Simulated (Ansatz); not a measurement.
# GaBiTe2Se: the cost of one run

Computed with Ansatz 0.2.0 (DFT PBE, scalar-relativistic, plane waves, PAW, unless a step's input says otherwise).

1 further run of the same task is left out (it didn't finish). Runs told in other sessions of the task aren't counted.

## 1. Starting point

It takes space group P4/mmm (No. 123, tetragonal). The conventional cell has a = 4.384 Å, b = 4.384 Å, c = 9.413 Å, α = 90.00°, β = 90.00°, γ = 90.00°. Around Ga (site symmetry 4/mmm) lie 8 Te at 4.07 Å and 4 Ga at 4.38 Å. Around Bi (site symmetry 4/mmm) lie 4 Se at 3.10 Å. Around Te (site symmetry 4mm) lie 1 Se at 2.07 Å. Se (site symmetry 4/mmm) is surrounded by 2 Te at 2.07 Å and 4 Bi at 3.10 Å.

As a file:

```cif
data_structure
_symmetry_space_group_name_H-M 'P4/mmm'
_symmetry_Int_Tables_number 123
_cell_length_a 4.3842
_cell_length_b 4.3842
_cell_length_c 9.4130
_cell_angle_alpha 90.000
_cell_angle_beta 90.000
_cell_angle_gamma 90.000
_cell_volume 180.93
loop_
_atom_site_label
_atom_site_type_symbol
_atom_site_symmetry_multiplicity
_atom_site_Wyckoff_symbol
_atom_site_fract_x
_atom_site_fract_y
_atom_site_fract_z
_atom_site_occupancy
Ga1 Ga 1 b 0.00000 0.00000 0.50000 1
Bi1 Bi 1 a 0.00000 0.00000 0.00000 1
Te1 Te 2 h 0.50000 0.50000 0.22004 1
Se1 Se 1 c 0.50000 0.50000 0.00000 1
```

A structure generator made this guess: random cell by space group and Wyckoff sites (P4/mmm, No. 123). The dimensions are guesses.

## 2. Probe: one point on a coarse mesh

input.yaml

```yaml
crystal:
  lattice:
    - [4.38421486, 0.0, 0.0]
    - [0.0, 4.38421486, 0.0]
    - [0.0, 0.0, 9.41300452]
  atoms:
    - { symbol: Ga, position: [0.0, 0.0, 0.5] }
    - { symbol: Bi, position: [0.0, 0.0, 0.0] }
    - { symbol: Te, position: [0.5, 0.5, 0.22004377] }
    - { symbol: Te, position: [0.5, 0.5, 0.77995623] }
    - { symbol: Se, position: [0.5, 0.5, 0.0] }
basis:
  ecutwfc: 420
kpoints:
  mp_grid: { grid: [4, 4, 2] }
hamiltonian:
  xc: pbe
scf:
  occupations: { method: gaussian, width: 0.1 }
  lower_state_search: "off"
output:
  forces: true
  stress: true
  eigenvalues: true
```

On the command line:

```
ansatz run input.yaml --threads 1 --pin off --max-ram 2560MiB --backend cpu --events-out ev --progress --plain --runs-dir out
```

**Question.** How long does this run take on 1 thread of Intel Xeon at 2.50GHz (Skylake/Cascade Lake), shared host, and how much memory does it need?

About 17 s, with a peak of 0.5 GiB.
